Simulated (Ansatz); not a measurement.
**WF2: a single point and what it writes**

One self-consistent run on WF2 (a borrowed structure type, volume estimated), nothing relaxed, to see whether it is a metal or has a gap, how the charge is shared and how far the cell is from equilibrium.

Program: Ansatz 0.2.0. Level of theory: DFT, r2SCAN, no spin polarisation, plane waves, PAW. These are calculated values, not measurements.

## (1) The structure

It takes space group P6_3/mmc (No. 194, hexagonal). The conventional cell has a = 2.685 Å, b = 2.685 Å, c = 10.532 Å, α = 90.00°, β = 90.00°, γ = 120.00°. F (site symmetry 3m) is surrounded by 3 W at 2.03 Å. W (site symmetry -6m2) is surrounded by 6 F at 2.03 Å.

Coordinates:

```xyz
6
Lattice="1.3423 2.3249 0.0000 -1.3423 2.3249 0.0000 0.0000 0.0000 10.5324" Properties=species:S:1:pos:R:3 pbc="T T T"
F    -0.0001    1.5500    6.5827
F    -0.0001    3.0998    1.3165
F    -0.0001    1.5500    9.2158
F     0.0000    3.1000    3.9496
W    -0.0001    1.5500    2.6331
W    -0.0001    3.0998    7.8993
```

The run starts from a saved solution of this cell (checkpoint.read), perhaps found on another mesh.

## (2) Self-consistent run

The input, input.yaml:

```yaml
crystal:
  lattice:
    - [1.342267, 2.324874, 0.0]
    - [-1.342267, 2.324874, 0.0]
    - [0.0, 0.0, 10.53239]
  atoms:
    - { symbol: F, position: [0.3333, 0.3334, 0.625] }
    - { symbol: F, position: [0.6666, 0.6667, 0.125] }
    - { symbol: F, position: [0.3333, 0.3334, 0.875] }
    - { symbol: F, position: [0.6667, 0.6667, 0.375] }
    - { symbol: W, position: [0.3333, 0.3334, 0.25] }
    - { symbol: W, position: [0.6666, 0.6667, 0.75] }
  symmetry: { tolerance: 0.0003 }
kpoints:
  mp_grid: { grid: [11, 11, 3], shift: [0, 0, 0] }
  band_path:
    path:
      - [0.0, 0.0, 0.0]
      - [0.49999998, -7.0e-08, 0.0]
      - [0.6666666, 0.33333323, 0.0]
      - [0.0, 0.0, 0.0]
      - [0.0, 0.0, 0.5]
      - [0.49999998, -7.0e-08, 0.5]
      - [0.6666666, 0.33333323, 0.5]
      - [0.0, 0.0, 0.5]
      - [0.49999998, -7.0e-08, 0.5]
      - [0.49999998, -7.0e-08, 0.0]
      - [0.6666666, 0.33333323, 0.5]
    npoints: 6
magnetization:
  spin_polarized: false
scf:
  occupations: { method: fermi_dirac, width: 0.0107 }
  lower_state_search: "off"
  max_iter: 200
hamiltonian:
  pseudopotentials: { kind: paw }
  xc: r2scan
basis:
  ecutwfc: 500
  fft_grid_basis: typed
output:
  forces: true
  stress: true
  eigenvalues: true
  bader: true
  populations: true
  elf: true
  write_potential: true
  volumetric_format: npy
  dos:
    e_range: [-12, 8]
    de: 0.05
    projected: { site_lists: { F: [F], W: [W] } }
checkpoint:
  read: saved_state
```

Output:

```text
Warning: the atoms were moved onto the symmetric positions of the space group found under crystal.symmetry.tolerance 3.0e-4 (fractional; no operation is sought that the atoms, as they stand in a round, miss by more than twice it, and no atom is moved by as much as it), and the run uses the moved positions. Before a round's move an operation carried an atom to 3.13e-4 Å from where it should land, the largest such distance. Atom 0 (counting from 0) moved farthest, by 1.55e-4 Å; the longest move in fractions of the cell, of whichever atom, is 0.24 of the tolerance, in 1 round. To run the atoms as typed, lower crystal.symmetry.tolerance until the operations that they miss are no longer found, or set crystal.symmetry.detect: false (a key that needs symmetry detection or time reversal refuses this as the deck is read). The positions used, in the order of the run's atom list: position: [0.33333333333333337, 0.3333333333333333, 0.625]; position: [0.6666666666666666, 0.6666666666666666, 0.125]; position: [0.33333333333333337, 0.3333333333333333, 0.875]; position: [0.6666666666666666, 0.6666666666666666, 0.375]; position: [0.33333333333333337, 0.3333333333333333, 0.25]; position: [0.6666666666666666, 0.6666666666666666, 0.75]; The lattice was moved too: crystal.lattice keeps the space group found at crystal.symmetry.tolerance 3.0e-4 only nearly: the operation that it misses by the most changes a squared length by the fraction 4.78e-7. The run uses the lattice that is a stretch of the typed one, with no rotation, onto the one that keeps every operation to a double's rounding (on a very oblique basis the stretch itself rounds by more); the deck's lattice vector that moved farthest moved by 3.70e-7 Å. To run the lattice as typed, set crystal.symmetry.tolerance under 4.77e-7, the least fraction by which an operation that the lattice misses changes a squared length (the same key also sets how far an atom may lie from its image, so lowering it can lose operations that the atoms keep only within it), or set crystal.symmetry.detect: false, as for the atoms. crystal.lattice made exact, in Å and degrees: [[1.3422668148659938, 2.324874320661549, 0.0], [-1.3422668148659938, 2.324874320661549, 0.0], [0.0, 0.0, 10.53239]]. Pasted over the deck's crystal.lattice, beside positions in fractional coordinates, it runs the same cell (given as lengths and angles, that cell in the form's own orientation, a rigid turn of the misfit's size from the one run here, for which a checkpoint.post_process_only pass over this run's state can be refused: where this run relaxes nothing, give such a pass this deck's own crystal.lattice, as typed; behind a relaxation, as crystal.lattice, the state's own cell, identity.cell in its checkpoint.json), and a matrix so pasted ends this notice, except on a very skew basis of the lattice, where the rounding of the pasted numbers themselves can read as a misfit: the cell is then moved again, and that move is told again. The lattice as run is in this notice's lattice.as_run_ang field (Run.prep()["deck_notices"] in Python, the deck_notice line of an events file, deck_notices of ansatz run --dry-run=json, or deck_notices in record.json in the deck's checkpoint.write directory).
Warning: RAYON_NUM_THREADS=1 ignored (pool sized by the plan → 1); use --threads N
Engine: ansatz 0.2.0, aarch64-unknown-linux-gnu
Pseudopotentials: kind: paw
Pseudopotential: F, paw, valence charge 7, recommended cutoff 500 eV (meta_gga), F.paw.azcp
Pseudopotential: W, paw, valence charge 14, recommended cutoff 500 eV (meta_gga), W.paw.azcp
Functional definition: r2SCAN
  parameter k0 = 0.174
  parameter k1 = 0.065
  parameter a1 = 4.9479
  exchange = r2scan_x(k0 = k0, k1 = k1, a1 = a1)
  correlation = r2scan_c
Crystal: 6 atoms, lattice volume = 65.735 Å³
Basis set: ecut = 500 eV, 1671 PW (Γ), exchange–correlation on 80×80×320 points (64 copies of the dense FFT grid, shifted against one another)
Bands: 34, of which v1, the nominal top of the filled ones, is band 28 counted from 1 (27 counted from 0)
Symmetry: 24 space group operations
Space group: P63/mmc (ITA 194), of the structure as read, at distance tolerance 1.2e-3 Å
k-points: 32 of 363
Non-local potential: F, projectors of the file, l = 0: 2, l = 1: 2, l = 2: 1
Non-local potential: W, projectors of the file, l = 0: 3, l = 1: 2, l = 2: 2, l = 3: 1
PAW form: soft (Blöchl's): semilocal exchange-correlation on the pseudo side does not see the compensation charge
PAW frozen core: F, regenerated for the run's functional (the file was generated under x = pbe(κ = 0.804, μ = 0.2195149727645171), c = pbe(β = 0.06672455060314922))
PAW frozen core: W, regenerated for the run's functional (the file was generated under x = pbe(κ = 0.804, μ = 0.2195149727645171), c = pbe(β = 0.06672455060314922))
PAW one-centre angular grid: F, 302 points (default); XC on 160 Gauss nodes
PAW one-centre angular grid: W, 590 points (default); XC on 160 Gauss nodes
Initial density: read from a saved state, or passed on in memory by an earlier SCF of this step, an earlier step, the calling program or the single point that the run made first
Initial wavefunctions: pseudopotential atomic-orbital guess
Functional: x = r2scan, c = r2scan; τ floored in thin density (d = 2e-4 eV/Å³)
iter 1 solved again at ethr=2.61e-5 eV; its pass at ethr=3.10e-3 eV (dr2=1.46e-2 eV) is discarded
SCF iter   1: F=-24025.095425 eV  HF=-24025.069914 eV  |F-HF|=2.55e-2  |Δ(HF+E_count)|=         —  Δρ=6.99e-3  dr2=1.40e-2  dr2_τ=9.87e-3  ethr=2.61e-5  ⟨swp⟩=2.2  Hψ=6971  notcnv=0
preconditioner: auto → LDOS  [metal: Δε(μ)=0.017 eV  Ē_g=15.013 eV  σ=0.011 eV  W_gap=0.35  n_scr=8 (ndim 8)  ℏωp=29.0 eV  f_vac=0.167  D(μ)=7.00/eV (n_scr^D=80)  β→1.0]
SCF iter   2: F=-24025.100485 eV  HF=-24025.101691 eV  |F-HF|=1.21e-3  |Δ(HF+E_count)|=   3.18e-2  Δρ=2.12e-3  dr2=2.28e-3  dr2_τ=2.11e-4  ethr=2.51e-5  ⟨swp⟩=2.8  Hψ=2272  notcnv=0
SCF iter   3: F=-24025.100612 eV  HF=-24025.101394 eV  |F-HF|=7.82e-4  |Δ(HF+E_count)|=   2.97e-4  Δρ=9.69e-4  dr2=1.00e-3  dr2_τ=2.55e-5  ethr=4.07e-6  ⟨swp⟩=2.9  Hψ=2274  notcnv=0
SCF iter   4: F=-24025.100971 eV  HF=-24025.101288 eV  |F-HF|=3.18e-4  |Δ(HF+E_count)|=   1.05e-4  Δρ=7.37e-4  dr2=4.04e-4  dr2_τ=1.54e-5  ethr=1.79e-6  ⟨swp⟩=1.8  Hψ=1409  notcnv=0
SCF iter   5: F=-24025.101121 eV  HF=-24025.101204 eV  |F-HF|=8.35e-5  |Δ(HF+E_count)|=   8.41e-5  Δρ=3.91e-4  dr2=9.76e-5  dr2_τ=3.64e-6  ethr=7.22e-7  ⟨swp⟩=2.7  Hψ=1974  notcnv=0
SCF iter   6: F=-24025.101179 eV  HF=-24025.101181 eV  |F-HF|=1.85e-6  |Δ(HF+E_count)|=   2.35e-5  Δρ=1.21e-4  dr2=6.56e-6  dr2_τ=4.32e-7  ethr=1.74e-7  ⟨swp⟩=2.1  Hψ=1588  notcnv=0
SCF iter   7: F=-24025.101182 eV  HF=-24025.101182 eV  |F-HF|=6.85e-8  |Δ(HF+E_count)|=   1.47e-6  Δρ=2.11e-5  dr2=1.52e-7  dr2_τ=1.01e-8  ethr=1.17e-8  ⟨swp⟩=2.1  Hψ=1705  notcnv=0
SCF iter   8: F=-24025.101183 eV  HF=-24025.101183 eV  |F-HF|=9.79e-10  |Δ(HF+E_count)|=   1.50e-7  Δρ=3.02e-6  dr2=4.13e-9  dr2_τ=9.46e-10  ethr=1.79e-10  ⟨swp⟩=12.2  Hψ=9105  notcnv=0
SCF 1 converged in 8 iterations: F = -24025.101183 eV  dr2 = 4.13e-9
NSCF: frozen V_eff on 61 k-points
SCF converged after 8 iterations
Free energy (F): -24025.101183 eV
Harris-Foulkes:  -24025.101183 eV  (|F-HF|=9.79e-10)
Internal energy: -24025.098457 eV  (E = F + TS)
E sigma→0 (E₀):  -24025.099820 eV
Entropy (-TS):   -0.002726 eV (-0.454 meV/atom)
Fermi energy:    16.786248 eV
--- Per-component energies (eV) ---
  E_band       = -433.732479
  E_kinetic    = 1775.000178
  E_local      = -4891.070739  (includes V_loc(G=0)·N_el)
  E_nonlocal   = 304.186583
  E_hartree    = 1930.406112
  E_xc         = -820.887089
  E_vxc        = -990.429394  (∫ρ·V_xc dr)
  E_paw        = -18005.054871  (= ΣΔE_a)
  E_vpaw       = -551.767908  (= ΣTr[D̂ρ^β])
  E_aug_tail   = 0.004194  (compensation charges beyond the density's cutoff)
  E_vtau       = 59.535627  (kinetic-family band-sum trace: ∫τ·v_τ [+ j·A + Jᵃ·Aᵃ] dr)
  E_ewald      = -4316.381362
  E_core_change = -1.301464  (= ΣΔE_core)
  E_smearing   = -0.002726  (= −TS)
  E_closure    = 0.000000  (closes the sum)
  Σ components = -24025.101183   (vs F -24025.101183, Δ=0.00e0)
--- Forces (eV/Å), atoms counted from 1 ---
  atom   1  F     -0.00000000     0.00000000    -6.60936849
  atom   2  F      0.00000000     0.00000000    -6.60936849
  atom   3  F     -0.00000000     0.00000000     6.60936849
  atom   4  F      0.00000000    -0.00000000     6.60936849
  atom   5  W      0.00000000    -0.00000000     0.00000000
  atom   6  W      0.00000000     0.00000000     0.00000000
  max |Σ_I F_I| component: 1.39e-17 eV/Å
--- Stress (GPa, compression-positive) ---
       51.153102      -0.000000       0.000000
       -0.000000      51.153102       0.000000
        0.000000       0.000000      84.850451
  P = ⅓ Tr σ = 62.3856 GPa (623.856 kbar)
--- Band table (eV; the first three rows and the last of 32) ---
  k-point 0: bands = ["-61.7395", "-61.7395", "-26.2377", "-26.2359", "-24.5986", "-24.5986", "-24.5985", "-24.5985", "-14.9223", "-14.8324", "-13.7079", "-13.6045", "2.9480", "3.4749", "5.6723", "5.8629", "5.8629", "5.8860", "5.8860", "6.2596", "6.2596", "6.2900", "6.2900", "6.5839", "11.3209", "11.6830", "14.7573", "14.7573", "14.7771", "14.7771", "16.0348", "16.6233", "17.9168", "17.9168"]
  k-point 1: bands = ["-61.7395", "-61.7395", "-26.2373", "-26.2364", "-24.5985", "-24.5985", "-24.5985", "-24.5985", "-14.9012", "-14.8563", "-13.6806", "-13.6290", "3.0569", "3.3145", "5.8684", "5.8684", "5.8799", "5.8799", "5.9208", "6.2676", "6.2676", "6.2828", "6.2828", "6.3698", "11.4226", "11.6028", "14.7622", "14.7622", "14.7721", "14.7721", "16.1543", "16.4425", "17.9204", "17.9204"]
  k-point 2: bands = ["-61.7254", "-61.7254", "-26.1963", "-26.1946", "-24.7755", "-24.7754", "-24.6324", "-24.6324", "-14.8151", "-14.7274", "-13.7410", "-13.6426", "3.1513", "3.6790", "5.4324", "5.5803", "5.5928", "5.9221", "5.9506", "5.9572", "6.1594", "6.1947", "6.3754", "6.6807", "11.3974", "11.6213", "14.6792", "14.7486", "15.0194", "15.0406", "16.4860", "17.1655", "17.4221", "17.6331"]
  k-point 31: bands = ["-61.5387", "-61.5387", "-26.1916", "-26.1915", "-25.7080", "-25.7079", "-25.6216", "-25.6216", "-14.1919", "-14.1879", "-13.5777", "-13.5730", "3.3765", "3.4307", "4.1831", "4.2260", "4.9707", "5.0275", "5.3048", "5.3828", "5.4809", "5.6299", "5.8002", "5.9444", "12.6115", "12.6217", "16.6093", "16.6333", "17.4535", "17.4965", "17.8906", "17.9381", "18.5721", "18.5913"]
--- Löwdin populations: 6 sites ---
  site symbol       q [e]
     0      F      7.3915
     1      F      7.3915
     2      F      7.3915
     3      F      7.3915
     4      W     13.0907
     5      W     13.0907
  spilling = 0.004512 (of n_electrons = 56.000000)
--- Bader charges: 6 sites ---
  site symbol  charge [e]  shift [e]
     0      F     -0.7258     0.0004
     1      F     -0.7258     0.0004
     2      F     -0.7258     0.0004
     3      F     -0.7258     0.0004
     4      W      1.4516     0.0008
     5      W      1.4516     0.0008
  estimated error of the sums over rays = 2.2e-4 e
```

Run time: 67 s. Hardware: 1 thread, shared host; peak memory 0.5 GiB.

## (3) How far from equilibrium

The largest forces, with each atom's nearest neighbour:

| atom | force (eV/Å) | nearest | distance (Å) | direction |
| --- | --- | --- | --- | --- |
| F1 | 6.609 | W6 | 2.03 | (others are as near) |
| F3 | 6.609 | W6 | 2.03 | (others are as near) |
| F4 | 6.609 | W5 | 2.03 | (others are as near) |
| F2 | 6.609 | W5 | 2.03 | (others are as near) |

Principal stresses (compression positive): 51.15, 51.15, 84.85 GPa; their mean, the pressure, is 62.39 GPa.

## (4) Bands along the path

bands.tsv at the labelled points (eV, zero at the Fermi level):

```csv
point,band 30,band 31,band 32,band 33,band 34
Γ,-2.01,-0.75,-0.16,1.13,1.13
M,1.18,2.12,2.16,3.50,3.51
K,0.79,0.92,0.92,1.80,1.80
Γ,-2.01,-0.75,-0.16,1.13,1.13
A,-2.02,-0.50,-0.50,1.14,1.14
L,1.18,2.14,2.14,3.51,3.51
H,0.72,0.91,0.91,1.80,1.80
A,-2.02,-0.50,-0.50,1.14,1.14
L,1.18,2.14,2.14,3.51,3.51
M,1.18,2.12,2.16,3.50,3.51
H,0.72,0.91,0.91,1.80,1.80
```

The same bands between the corners:

```
distance (1/Å)  band 32  band 33
          0.00    -0.16     1.13
          0.45     0.46     0.64
          0.90     1.46     1.93
          1.35     2.16     3.50
          1.61     2.03     2.44
          1.87     1.52     1.81
          2.13     0.92     1.80
          2.65     1.73     2.01
          3.17     0.40     1.05
          3.69    -0.16     1.13
          3.79    -0.21     1.13
          3.89    -0.34     1.13
          3.99    -0.50     1.14
          4.44     0.23     1.07
          4.89     1.45     1.94
          5.34     2.14     3.51
          5.60     2.01     2.48
          5.86     1.46     1.82
          6.12     0.91     1.80
          6.64     1.59     2.10
          7.16     0.21     1.39
          7.68    -0.50     1.14
          8.13     0.23     1.07
          8.58     1.45     1.94
          9.03     2.14     3.51
          9.13     2.15     3.51
          9.23     2.16     3.50
          9.33     2.16     3.50
          9.61     2.02     2.44
          9.89     1.49     1.81
         10.17     0.91     1.80
```

## (5) Total and projected density of states

States per cell by energy window, from dos.tsv and pdos.tsv (tetrahedra; eV from the Fermi level):

| from | to | total | F p | W d |
| --- | --- | --- | --- | --- |
| -4.5 | -4.0 | 0.28 | 0.02 | 0.25 |
| -4.0 | -3.5 | 0.00 | 0.00 | 0.00 |
| -3.5 | -3.0 | 0.00 | 0.00 | 0.00 |
| -3.0 | -2.5 | 0.00 | 0.00 | 0.00 |
| -2.5 | -2.0 | 0.37 | 0.07 | 0.29 |
| -2.0 | -1.5 | 0.90 | 0.19 | 0.69 |
| -1.5 | -1.0 | 0.81 | 0.14 | 0.64 |
| -1.0 | -0.5 | 0.83 | 0.13 | 0.67 |
| -0.5 | 0.0 | 1.43 | 0.18 | 1.10 |
| 0.0 | 0.5 | 3.49 | 0.47 | 2.66 |

The bands computed are complete only to about 0.8 eV above the Fermi level.

## (6) Charges

Gathered by element (positive charge: electrons given up): Löwdin charges also hold the electrons that the projection spills.

| element | atoms | Bader charge (e) | Bader volume (Å³) | Löwdin charge (e) |
| --- | --- | --- | --- | --- |
| F | 4 | -0.73 | 11.1 | -0.39 |
| W | 2 | +1.45 | 10.8 | +0.91 |

Löwdin charges rest on a small set of atomic orbitals that misses 0.5 % of the electrons, so they need not add up to the cell's charge and can differ from Bader's even in sign.

## (7) Maps of the fields

Maps in the plane spanned by a and b at height 0.625 along c (axes of the input's cell), one cell: a runs left to right (8 points from zero), b bottom to top (8 points), 60° apart. Inside the augmentation spheres the fields are the smooth ones.

Valence density. Ten steps from '0' (0.07 e/Å³) to '9' (11.70 e/Å³), finer at the low end (step k begins (100^(k/10) - 1)/99 of the way up):
```
00012210
12111111
35532112
47874212
37997311
15898510
02577520
00134310
```

ELF. Values, 8 rows by 8 columns:
```
0.05 0.05 0.03 0.08 0.15 0.15 0.08 0.03
0.22 0.33 0.22 0.08 0.08 0.13 0.08 0.08
0.57 0.75 0.75 0.57 0.15 0.13 0.13 0.15
0.69 0.81 0.75 0.81 0.69 0.15 0.08 0.15
0.57 0.81 0.56 0.56 0.81 0.57 0.08 0.08
0.22 0.75 0.75 0.56 0.75 0.75 0.22 0.03
0.05 0.33 0.75 0.81 0.81 0.75 0.33 0.05
0.03 0.05 0.22 0.57 0.69 0.57 0.22 0.05
```

Atoms within 0.2 Å of the plane, in fractions of a and b: F at (0.33, 0.33).

At the density minimum on some short contacts:

```
contact  length (Å)  minimum at (fraction)  density (e/Å³)   ELF
  F1–W6       2.034                   0.47           0.647  0.12
```

```
fraction  F1–W6
     0.2   5.92
     0.3   2.12
     0.4  0.872
     0.5  0.677
     0.6   1.53
     0.7    3.6
     0.8   5.29
```

(Smooth valence density in e/Å³ at fractions of each contact.)

## (8) What came out

| quantity | value |
| --- | --- |
| largest force | 6.609 eV/Å on F |
| pressure | 62.4 GPa |
| formation energy (elements from separate runs) | -0.51 eV/atom |
| character | metal |
| density of states, mean within 0.25 eV of the Fermi level | 6 per eV per cell |
| Bader charges | F -0.73, W +1.45 e |

What this shows: Bands cross the Fermi level: a metal; within 0.25 eV of the Fermi level the density of states averages 6 per eV per cell, mostly W d (76 %) and F p (13 %). Forces reach 6.6 eV/Å, so the geometry is far from rest and the levels are not those of the relaxed cell. The atoms are not at rest: the largest force, 6.61 eV/Å, acts on F. The geometry is far from any minimum; its shortest contact is 2.03 Å. At 62.4 GPa the cell is compressed and would expand, and unequal principal stresses would change its shape. W loses most charge (+1.45 e on average) and F gains most (-0.73 e).

Limits of this run: atoms or cell far from equilibrium.
